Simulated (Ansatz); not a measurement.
**F₄H₂O₂W: basis-set convergence**

The task here is to estimate one member of a computed series from the others.

Computed with Ansatz 0.2.0, Gaussian basis. Level: one geometry, several basis sets.

Levels to be run: PBE0-D4/def2-SVP; ωB97M-V/def2-SVP; PBE0-D4/def2-QZVPP; ωB97M-V/def2-QZVPP; the functionals' def2-TZVPP values are taken from earlier runs.

## The geometry

An earlier PBE0-D4 in a triple-zeta def2 set relaxation fixed the geometry. W takes the def2 core potential; no spin-orbit term is included.

9 atoms, charge 0, spin multiplicity 1.

Atoms are counted from 1 here; the program's logs count them from 0.

Bond lengths: O1–W2 1.841 Å, O1–H8 0.958 Å, W2–O3 1.841 Å, W2–F4 1.861 Å, W2–F5 1.861 Å, W2–F6 1.857 Å, W2–F7 1.857 Å, O3–H9 0.958 Å. Angles: W2–O1–H8 141.4°, O1–W2–O3 94.8°, O1–W2–F4 90.1°, O1–W2–F5 175.0°, O1–W2–F6 92.1°, O1–W2–F7 92.1°, O3–W2–F4 175.1°, O3–W2–F5 90.2°, O3–W2–F6 92.1°, O3–W2–F7 92.1°, F4–W2–F5 84.9°, F4–W2–F6 87.7°, F4–W2–F7 87.7°, F5–W2–F6 87.7°, F5–W2–F7 87.7°, F6–W2–F7 173.8°, W2–O3–H9 141.8°.

The first run:

Contents of in.yaml:

```yaml
crystal:
  periodic: [false, false, false]
  atoms:
    - {symbol: O, position_ang: [-0.840661, -1.459543, 0.089669]}
    - {symbol: W, position_ang: [-0.039114, 0.179597, -0.157302]}
    - {symbol: O, position_ang: [1.167394, -0.029752, 1.217212]}
    - {symbol: F, position_ang: [-1.193469, 0.535029, -1.573404]}
    - {symbol: F, position_ang: [0.667007, 1.860877, -0.529891]}
    - {symbol: F, position_ang: [-1.263501, 1.022187, 0.955627]}
    - {symbol: F, position_ang: [1.153167, -0.514671, -1.399941]}
    - {symbol: H, position_ang: [-1.537458, -2.013474, -0.264442]}
    - {symbol: H, position_ang: [1.886644, 0.419760, 1.662482]}
basis:
  gaussian: {orbitals: def2-SVP}
hamiltonian: {xc: pbe0, dispersion: d4}
output: {orbitals: {seedname: orbitals}}
```

Started as:

```
ansatz run in.yaml --threads 4 --pin off --events-out ev --progress --plain --max-ram 11315MiB
```

Among the steps run: PBE0-D4 in def2-SVP; ωB97M-V in def2-SVP; PBE0-D4 in def2-QZVPP; ωB97M-V in def2-QZVPP.

One of the session's tables, all rows but one given; the rest of the session is left out.

It belongs to the step «Functionals by basis». 

```
functional       basis  HOMO (eV)  LUMO (eV)
   PBE0-D4    def2-SVP     -10.66      -3.43
   PBE0-D4  def2-TZVPP     -10.72      -3.34
   PBE0-D4  def2-QZVPP     -10.76      -3.38
   ωB97M-V    def2-SVP     -13.09      -1.26
   ωB97M-V  def2-TZVPP     -13.17      -1.18
   ωB97M-V  def2-QZVPP          ?          ?
```

Estimate the missing values for ωB97M-V, def2-QZVPP.

As computed: HOMO (eV): -13.21; LUMO (eV): -1.24. In the column «HOMO (eV)» it is the lowest.
